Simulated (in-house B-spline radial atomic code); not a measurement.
# Cd⁺: ionisation energy by several methods

The task here is to estimate one member of a computed series from the others.

The numbers are computed with in-house B-spline radial atomic code version 1 (scalar-relativistic (X2C), several functionals, spin-polarised; spherical all-electron atom at the radial basis limit), except any that are marked as measured or tabulated.

### The system

```
element       : cadmium (Z = 48)
charge        : +1
electrons     : 47
configuration : [Kr] 4d10 5s1
nucleus       : Fermi, rms radius 4.609 fm
```

Outer shells as boxes (Hund's rule):

[Kr] 4d10 5s1
```
[Kr] core
4d [↑↓][↑↓][↑↓][↑↓][↑↓]
5s [↑ ]
```

Where spins are not typed, each open shell is filled with up spins first.

Set-up of the first run:

Settings of the run:

```ini
Z = 48
electrons = 47.0
configuration = [Kr] 4d10 5s1
hamiltonian = x2c
method = hf
spin_polarised = True
nucleus = fermi
rms_radius = 4.6087
mass_number = 114
atomic_mass = 113.903364998
speed_of_light = 137.035999084
```

Steps of the session up to this table: Hartree-Fock; B3LYP, a global hybrid; BHandHLYP, a global hybrid; TPSSh, a global hybrid; SCAN, a meta-GGA; LC-ωPBE, a range-separated hybrid.

One table of the session follows, with a row left open; its other results are not shown here.

```
      method  ΔSCF (eV)
        SCAN     17.325
       B3LYP     17.347
   BHandHLYP     16.848
       TPSSh     16.924
     LC-ωPBE          ?
Hartree-Fock     15.572
```

Q: Estimate the row for LC-ωPBE from the others.

**Answer.** ΔSCF (eV): 16.760. In the column «ΔSCF (eV)» it lies between Hartree-Fock (15.572) and BHandHLYP (16.848).
